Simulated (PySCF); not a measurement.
# C7H9N: the cost of one run

Programs: PySCF 2.14.0, with routines of our own; each step states its level. All values are computed. Atoms count from 0.

## Step 1: The system as given

17 atoms, charge 0, multiplicity 1; geometry from: GFN2-xTB.

## Step 2: Vibronic structure: TDDFT CAM-B3LYP/def2-SV(P)

Job settings and geometry (Å):

```
{"job": {"kind": "vib", "xc": "CAM-B3LYP", "basis": "def2-SV(P)", "tda": false}, "charge": 0, "multiplicity": 1}
C      2.893349     1.808893     0.830239
C      2.152767     0.903735     0.549882
C      1.241820    -0.098764     0.207090
C      1.264006    -1.435488     0.111575
C     -0.172497    -1.544590    -0.311558
C     -0.215436     0.005677    -0.201599
C     -1.156814     0.586281     0.856811
N     -2.564394     0.548178     0.506831
H      3.557703     2.580920     1.080812
H      2.020937    -2.182157     0.267194
H     -0.334572    -1.944827    -1.312895
H     -0.821644    -2.068106     0.390863
H     -0.370812     0.511326    -1.159200
H     -1.030439     0.036057     1.793822
H     -0.884442     1.630111     1.040383
H     -2.730817     1.082376    -0.339926
H     -2.855714    -0.407592     0.329227
```

Method: TDDFT CAM-B3LYP/def2-SV(P) vertical-gradient vibronic structure (displaced harmonic oscillators, Condon), gas phase.

Started as:

```sh
$ OMP_NUM_THREADS=1 python excited_run.py task.json out
```

The driver reads the jobs from task.json and runs them one after another.

**Question.** How long does this first job take on 1 thread of AMD EPYC, shared host, and how much memory does it need?

About 78 s, with a peak of 0.83 GiB.
